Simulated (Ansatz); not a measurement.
This script makes an equation of state with a fit of AlNi, space group Cmmm with the Ansatz DFT code, driven from Python.

`alni_eos.py`:
```python
import ansatz as az
import numpy as np

config = {
    "functional": "r2SCAN",
    "smearing": "Fermi-Dirac",
    "mesh": (10, 10, 9),
}

vectors0 = np.array([
    [1.938694, -1.95319015, 0.0],
    [1.938694, 1.95319015, 0.0],
    [0.0, 0.0, 3.09943004],
])
sites = [
    ("Al", [0.0, 0.0, 0.0], 0.0),
    ("Ni", [0.5, 0.5, 0.5], 1.0),
]


def on_lattice(cell):
    crystal = az.Crystal(lattice=az.Lattice.of(cell))
    for symbol, position, moment in sites:
        crystal = crystal.atom(symbol, position, moment=moment or None)
    return crystal

volumes, energies = [], []
for scale in np.linspace(0.95, 1.07, 5):
    cell = vectors0 * scale ** (1 / 3)
    model = on_lattice(cell).calculation()
    model = model.basis(39 * az.Ry)
    model = model.functional(config["functional"])
    model = model.spin("collinear")
    model = model.occupations(config["smearing"]).pseudopotentials("paw")
    model = model.kpoints(*config["mesh"])
    summary = model.run(threads=1, pin="off").report
    volumes.append(abs(np.linalg.det(cell)) / len(sites))
    energies.append(summary["free_energy_ev"] / len(sites))
    print(f"V = {volumes[-1]:8.4f} A^3/atom  F = {energies[-1]:.5f} eV/atom")

x = np.array(volumes) ** (-2 / 3)
poly = np.polynomial.Polynomial.fit(x, energies, 3).convert()
roots = poly.deriv().roots()
x0 = min((r.real for r in roots if abs(r.imag) < 1e-9 and poly.deriv(2)(r.real) > 0), key=lambda r: abs(r - x.mean()))
v0 = x0 ** -1.5
b0 = 4 / 9 * poly.deriv(2)(x0) * v0 ** (-7 / 3) * 160.21766
b1 = 4 + 2 / 3 * x0 * poly.deriv(3)(x0) / poly.deriv(2)(x0)
print(f"V0 = {v0:.4f} A^3/atom, B0 = {b0:.1f} GPa, dB/dP = {b1:.2f}")
```

From its runs, with one value withheld:

| V (Å³/atom) | F less the lowest row shown (meV/atom) |
| --- | --- |
| 11.150 | ? |
| 11.502 | 3.72 |
| 11.854 | 0.00 |
| 12.206 | 7.44 |
| 12.558 | 24.42 |

What is the missing energy at 11.150 Å³ an atom?

A third-order Birch-Murnaghan fit, E = E0 + (9 V0 B0 / 16) [(t - 1)³ B' + (t - 1)² (6 - 4t)] with t = (V0/V)^(2/3), through the 4 rows shown gives V0 = 11.787 Å³, B0 = 174.9 GPa, B' = 4.31 and E0 = -0.21 meV. At V = 11.150 Å³, t = 1.03773, and the fit extrapolates to 20.52 meV. The run gave 20.51 meV, a miss of 0.01 meV.

Reading the output:
- The SCF didn't keep the moments it started from (some shrank, vanished or turned); what is printed is the state reached.
- Shape and fractional positions are held along the curve, so the bulk modulus is an upper value where they are free to relax.
- The mesh is modest for a metal, so energies can be off by several to tens of meV an atom and pressures by half a GPa or more; differences at equal mesh fare better.
- Within a few hundredths of an angstrom the cell has the higher group P4/mmm; the lower one is a small distortion.
- r2SCAN tends to overestimate the moments of itinerant magnets.
- This cell is a computed structure, which may not be the phase found in nature.
- Processor time in the engine: 120 s on 1 thread of Intel(R) Xeon(R) Processor @ 2.30GHz (shared host), peak memory 0.64 GiB.
